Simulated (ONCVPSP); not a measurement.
# Pseudopotential generation for titanium: ONCV, PBEsol

Task: generate the file, and judge it by its errors in other configurations, its logarithmic derivatives, its ghosts and its cutoff.

Program: ONCVPSP 4.0.1.1 (patched build). Reference atom: PBEsol, scalar-relativistic, spherical and spin-unpolarised. All values are calculated.

### Step 1. Settings

The settings as typed:

| Item | Value |
| --- | --- |
| element | titanium (Ti, Z = 22) |
| type | optimised norm-conserving Vanderbilt (ONCV) |
| frozen core | [Ne] |
| valence charge | 12 |
| reference configuration | 3s2 3p6 3d2 4s2 |
| partial waves | 3s+4s: rc 1.90 bohr, ncon 4, nbas 8, qcut 6.7 1/bohr, 2 projectors; 3p: rc 1.20 bohr, ncon 5, nbas 8, qcut 5.9 1/bohr, 2 projectors, debl 0.4 Ha; 3d: rc 2.65 bohr, ncon 4, nbas 8, qcut 5.2 1/bohr, 2 projectors, debl 2.5 Ha |
| local potential | polynomial inside 1.20 bohr (lpopt 1, dvloc0 4 Ha) |
| core correction | Teter function, fcfact 4.5, rcfact 1.7 |

The outer shells as boxes (Hund's rule for the drawing; the calculation is spin-unpolarised):

```
[Ne] core
3s [↑↓]
3p [↑↓][↑↓][↑↓]
3d [↑ ][↑ ][  ][  ][  ]
4s [↑↓]
```

### Step 2. Generating the potential

Ti.dat reads:

```
# ATOM AND REFERENCE CONFIGURATION
# atsym  z   nc   nv     iexc    psfile
  Ti 22.00    3    4  -116133      upf
#
#   n    l    f
    1    0    2.00
    2    0    2.00
    2    1    6.00
    3    0    2.00
    3    1    6.00
    3    2    2.00
    4    0    2.00
#
# PSEUDOPOTENTIAL AND OPTIMIZATION
# lmax
    2
#
#   l,   rc,      ep,       ncon, nbas, qcut
    0    1.90    0.00    4    8    6.70
    1    1.20    0.00    5    8    5.90
    2    2.65    0.00    4    8    5.20
#
# LOCAL POTENTIAL
# lloc, lpopt,  rc(5),   dvloc0
    4    1    1.20    4.00
#
# VANDERBILT-KLEINMAN-BYLANDER PROJECTORs
# l, nproj, debl
    0    2    0.40
    1    2    0.40
    2    2    2.50
#
# MODEL CORE CHARGE
# icmod, fcfact, rcfact
    3    4.50    1.70
#
# LOG DERIVATIVE ANALYSIS
# epsh1, epsh2, depsh
   -4.00    5.00    0.02
#
# OUTPUT GRID
# rlmax, drl
    6.00    0.01
#
# TEST CONFIGURATIONS
# ncnf
    4
# nvcnf
#   n    l    f
    4
    3    0    2.00
    3    1    6.00
    3    2    2.00
    4    0    1.00
#
    4
    3    0    2.00
    3    1    6.00
    3    2    2.00
    4    0    0.00
#
    4
    3    0    2.00
    3    1    6.00
    3    2    1.00
    4    0    0.00
#
    4
    3    0    2.00
    3    1    6.00
    3    2    2.00
    4    0    1.50
#
```

The run is started by

```console
$ oncvpsp.x < Ti.dat > Ti.out
```

**Question.** What will these runs give? Wanted: cutoffs for 1 and 0.1 mHa per electron, occupied waves; bound ghosts; GHOST(+) flags; largest test error; largest phase difference near zero energy, channels read; rms error of d²Exc/dn², without and with the model core; projector energies reset by the program.

As calculated:

| quantity | value |
| --- | --- |
| cutoffs for 1 and 0.1 mHa per electron, occupied waves | 26 Ha and 111 Ha |
| bound ghosts | none found |
| GHOST(+) flags | none at low energy |
| largest test error (AE − PS) | +397 meV, for 3s2 3p6 3d1 4s0 |
| largest phase difference near zero energy, channels read | 0.039 rad |
| rms error of d²Exc/dn², without and with the model core | 3.92 and 3.92 mHa |
| projector energies reset by the program | p: -1.425, 0.250 Ha |

By total energies transferability is poor: the largest error is 397 meV on 47.7 eV, for 3s2 3p6 3d1 4s0. That test lies far up in energy; among those under 40 eV, nearer to bonding, the largest error is 15 meV. The potential is of middling hardness: the looser tolerance needs 26 Ha. The tighter tolerance needs 111 Ha, and converged work needs a cutoff nearer that. At the looser tolerance the 3p wave is the slowest; 3d needs 12 Ha. It is free of bound ghosts as far as tested. Of the channels read, d scatters worst near zero energy, by up to 0.04 rad.
